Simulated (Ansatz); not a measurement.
# CdTe6: the cost of one run

Method: DFT PBE, scalar-relativistic, plane waves, PAW, unless a step names another level, in Ansatz 0.2.0.

3 further runs of the same task are left out: 2 that didn't finish, 1 set aside as unsound or not needed.

## (1) The structure to begin with

It takes space group R-3m (No. 166, trigonal). Conventional cell: a = 4.500 Å, b = 4.500 Å, c = 37.864 Å, α = 90.00°, β = 90.00°, γ = 120.00°. Cd (site symmetry -3m) has 6 Te at 3.07 Å as nearest neighbours. Te (site symmetry 3m) has 3 Cd at 3.07 Å and 3 Te at 3.24 Å as nearest neighbours. Around Te (site symmetry 3m) lie 6 Te at 3.14 to 3.24 Å. Around Te (site symmetry 3m) lie 6 Te at 3.14 to 3.25 Å.

Structure file:

```cif
data_structure
_symmetry_space_group_name_H-M 'P 1'
_symmetry_Int_Tables_number 1
_cell_length_a 12.8861
_cell_length_b 12.8861
_cell_length_c 12.8861
_cell_angle_alpha 20.111
_cell_angle_beta 20.111
_cell_angle_gamma 20.111
_cell_volume 221.34
loop_
_atom_site_label
_atom_site_type_symbol
_atom_site_fract_x
_atom_site_fract_y
_atom_site_fract_z
_atom_site_occupancy
Cd1 Cd 0.00000 0.00000 0.00000 1
Te1 Te 0.29012 0.29012 0.29012 1
Te2 Te 0.57216 0.57216 0.57216 1
Te3 Te 0.14096 0.14096 0.14096 1
Te4 Te 0.85904 0.85904 0.85904 1
Te5 Te 0.42784 0.42784 0.42784 1
Te6 Te 0.70988 0.70988 0.70988 1
```

It came out lowest among 27 distinct ends of the trial cells. At a tolerance of 0.05 Å it has space group R-3m (No. 166).

## (2) Static run: bands, density of states and charges

Input file input.yaml:

```yaml
crystal:
  lattice:
    - [2.2499962994, 1.2990359691, 12.6214950121]
    - [-2.2499962994, 1.2990359691, 12.6214950121]
    - [0.0, -2.5980719383, 12.6214950121]
  atoms:
    - { symbol: Cd, position: [0.0, 0.0, 0.0] }
    - { symbol: Te, position: [0.2901182555, 0.2901182555, 0.2901182555] }
    - { symbol: Te, position: [0.5721586362, 0.5721586362, 0.5721586362] }
    - { symbol: Te, position: [0.1409564956, 0.1409564956, 0.1409564956] }
    - { symbol: Te, position: [0.8590435044, 0.8590435044, 0.8590435044] }
    - { symbol: Te, position: [0.4278413638, 0.4278413638, 0.4278413638] }
    - { symbol: Te, position: [0.7098817445, 0.7098817445, 0.7098817445] }
basis:
  ecutwfc: 420
kpoints:
  mp_grid: { grid: [12, 12, 12] }
  band_path:
    path:
      - [[0.0, 0.0, 0.0], [0.5, 0.5, 0.5], [0.8262713, 0.1737287, 0.5]]
      - [[0.5, -0.1737287, 0.1737287], [0.5, 0.0, 0.0], [0.0, 0.0, 0.0], [0.33686435, -0.33686435, 0.0]]
      - [[0.66313565, 0.0, 0.33686435], [0.5, 0.0, 0.5], [0.0, 0.0, 0.0]]
    npoints: 14
hamiltonian:
  xc: pbe
scf:
  occupations: { method: gaussian, width: 0.1 }
  n_extra_bands: 17
output:
  forces: true
  stress: true
  eigenvalues: true
  populations: true
  dos: { projected: true, de: 0.02, nscf_kmesh: { grid: [15, 15, 15] } }
  bader: true
  write_density: true
  write_potential: true
  elf: true
  volumetric_format: npy
```

Started as:

```
ansatz run input.yaml --threads 1 --pin off --max-ram 2560MiB --backend cpu --events-out ev --progress --plain --runs-dir out
```

**Question.** How long does this run take on 1 thread of Intel Xeon Platinum 8375C at 2.90GHz (Ice Lake), shared host, and how much memory does it need?

About 9.3 min, with a peak of 2.1 GiB.
